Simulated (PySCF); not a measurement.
# Mo(NH)2(OH)2 (H₄MoN₂O₂): fields and orbitals

Aim: take Mo(NH)2(OH)2 (H₄MoN₂O₂) and analyse its density (charges, bond critical points, surface potential) and see where an electron leaves and enters.

Program: PySCF 2.14.0. Level of theory: levels as typed in each script, gas phase, geometry from GFN2-xTB. These are calculated values, not measurements.

## 1. The system as given

9 atoms, charge 0, spin multiplicity 1.

Bond lengths: Mo1–N2 1.736 Å, Mo1–N4 1.736 Å, Mo1–O6 1.804 Å, Mo1–O8 1.804 Å, N2–H3 1.011 Å, N4–H5 1.011 Å, O6–H7 0.960 Å, O8–H9 0.960 Å. Angles: N2–Mo1–N4 110.0°, N2–Mo1–O6 108.6°, N2–Mo1–O8 108.6°, N4–Mo1–O6 108.6°, N4–Mo1–O8 108.6°, O6–Mo1–O8 112.4°, Mo1–N2–H3 169.8°, Mo1–N4–H5 169.8°, Mo1–O6–H7 166.4°, Mo1–O8–H9 166.4°.

Coordinates:

```mol
H4MoN2O2
  3D, bonds by distance, orders not assigned

  9  8  0  0  0  0  0  0  0  0999 V2000
    0.0001    0.0179    0.0000 Mo  0  0
    0.0209    1.0135   -1.4220 N   0  0
    0.0280    1.7303   -2.1347 H   0  0
   -0.0211    1.0135    1.4220 N   0  0
   -0.0282    1.7303    2.1346 H   0  0
    1.4992   -0.9854    0.0213 O   0  0
    2.3995   -1.3186    0.0060 H   0  0
   -1.4995   -0.9853   -0.0213 O   0  0
   -2.3997   -1.3185   -0.0060 H   0  0
  1  2  8  0
  1  4  8  0
  1  6  8  0
  1  8  8  0
  2  3  8  0
  4  5  8  0
  6  7  8  0
  8  9  8  0
M  END
```

## 2. Density, bond paths and surface potential (CAM-B3LYP/def2-tzvp)

Contents of input.py:

```python
import numpy as np
from pyscf import gto, scf, dft
from pyscf.scf import atom_ks, atom_hf
from scipy.linalg import block_diag

def solve(mol, dm0=None, hcore=None):
    mf = (dft.UKS if mol.spin else dft.RKS)(mol, xc='camb3lyp')
    mf.grids.level = 3
    mf = mf.density_fit(auxbasis='def2-universal-jkfit')
    mf.conv_tol, mf.max_cycle = 1e-8, 80
    if hcore is not None:
        mf.get_hcore = lambda *args: hcore
    mf.kernel(dm0)
    if not mf.converged:
        mf = mf.newton().run(mf.mo_coeff, mf.mo_occ, max_cycle=30)
    assert mf.converged, 'SCF not converged'
    return mf

mol = gto.M(atom='''
Mo     0.00009     0.01793     0.00001
N      0.02095     1.01349    -1.42204
H      0.02799     1.73028    -2.13469
N     -0.02113     1.01351     1.42200
H     -0.02815     1.73031     2.13464
O      1.49920    -0.98538     0.02126
H      2.39946    -1.31861     0.00599
O     -1.49946    -0.98532    -0.02126
H     -2.39973    -1.31852    -0.00600
''', basis='def2-tzvp', ecp={'Mo': 'def2-tzvp'}, charge=0, spin=0, verbose=4)
mf = solve(mol)
mf.analyze()
# spherically averaged free atoms, for the promolecule
atom_ks.AtomSphAverageRKS.init_guess_by_vsap = lambda self, mol=None: self.init_guess_by_minao(mol)  # core potentials
atm = atom_ks.get_atm_nrks(mol, xc='camb3lyp')
pro = block_diag(*[(atm[a[0]][2] * atm[a[0]][3]) @ atm[a[0]][2].T for a in mol._atom])
np.savez('result.npz', e=mf.e_tot, c=mf.mo_coeff, occ=mf.mo_occ, eps=mf.mo_energy, pro=pro, dip=mf.dip_moment(verbose=0), s2=mf.spin_square()[0])
```

Run with:

```bash
OMP_NUM_THREADS=1 python input.py
```

## 4. Removing and adding an electron (B3LYP/def2-svpd)

Contents of input.py:

```python
import numpy as np
from pyscf import gto, scf, dft
from pyscf.scf import atom_ks, atom_hf
from scipy.linalg import block_diag

def solve(mol, dm0=None, hcore=None):
    mf = (dft.UKS if mol.spin else dft.RKS)(mol, xc='b3lyp')
    mf.grids.level = 3
    mf = mf.density_fit(auxbasis='def2-universal-jkfit')
    mf.conv_tol, mf.max_cycle = 1e-8, 80
    if hcore is not None:
        mf.get_hcore = lambda *args: hcore
    mf.kernel(dm0)
    if not mf.converged:
        mf = mf.newton().run(mf.mo_coeff, mf.mo_occ, max_cycle=30)
    assert mf.converged, 'SCF not converged'
    return mf

mol = gto.M(atom='''
Mo     0.00009     0.01793     0.00001
N      0.02095     1.01349    -1.42204
H      0.02799     1.73028    -2.13469
N     -0.02113     1.01351     1.42200
H     -0.02815     1.73031     2.13464
O      1.49920    -0.98538     0.02126
H      2.39946    -1.31861     0.00599
O     -1.49946    -0.98532    -0.02126
H     -2.39973    -1.31852    -0.00600
''', basis='def2-svpd', ecp={'Mo': 'def2-svpd'}, charge=0, spin=0, verbose=4)
mf = solve(mol)
out = dict(e0=mf.e_tot, dm0=mf.make_rdm1(), c=mf.mo_coeff, occ=mf.mo_occ, eps=mf.mo_energy)
for name, dq, spin in [('cation', 1, 1), ('anion', -1, 1)]:
    ion = mol.copy().set(charge=mol.charge + dq, spin=spin).build()
    mi = solve(ion)
    if spin and dq > 0 and mol.nao < 130:
        c, _, stable, _ = mi.stability(return_status=True)
        if not stable:
            mi = solve(ion, mi.make_rdm1(c, mi.mo_occ))
    print(name, 'vertical energy change / eV', (mi.e_tot - mf.e_tot) * 27.211386)
    out.update({'e_' + name: mi.e_tot, 'dm_' + name: mi.make_rdm1(), 's2_' + name: mi.spin_square()[0], 'eps_' + name: mi.mo_energy, 'occ_' + name: mi.mo_occ})
# spherically averaged free atoms, for the promolecule
atom_ks.AtomSphAverageRKS.init_guess_by_vsap = lambda self, mol=None: self.init_guess_by_minao(mol)  # core potentials
atm = atom_ks.get_atm_nrks(mol, xc='b3lyp')
pro = block_diag(*[(atm[a[0]][2] * atm[a[0]][3]) @ atm[a[0]][2].T for a in mol._atom])
np.savez('result.npz', pro=pro, **out)
```

(Steps that only read results are left out.)

What does the calculation give? Wanted: dipole moment; HOMO, LUMO; vertical ionisation energy.

As calculated:

| quantity | value |
| --- | --- |
| dipole moment (CAM-B3LYP/def2-tzvp) | 0.41 D |
| HOMO, LUMO (CAM-B3LYP/def2-tzvp) | -8.04, 0.36 eV |
| vertical ionisation energy (B3LYP/def2-svpd) | 8.73 eV |

What this shows: At CAM-B3LYP/def2-tzvp: The highest Hirshfeld charge is on Mo1 (+0.86 e), the lowest on N2 and N4 (−0.39 e). The ionisation energy from two SCF runs, 8.73 eV, lies 2.1 eV above −ε(HOMO) = 6.60 eV of the same level, B3LYP/def2-svpd, since self-interaction lifts this functional's HOMO. The geometry was not optimised at these levels.
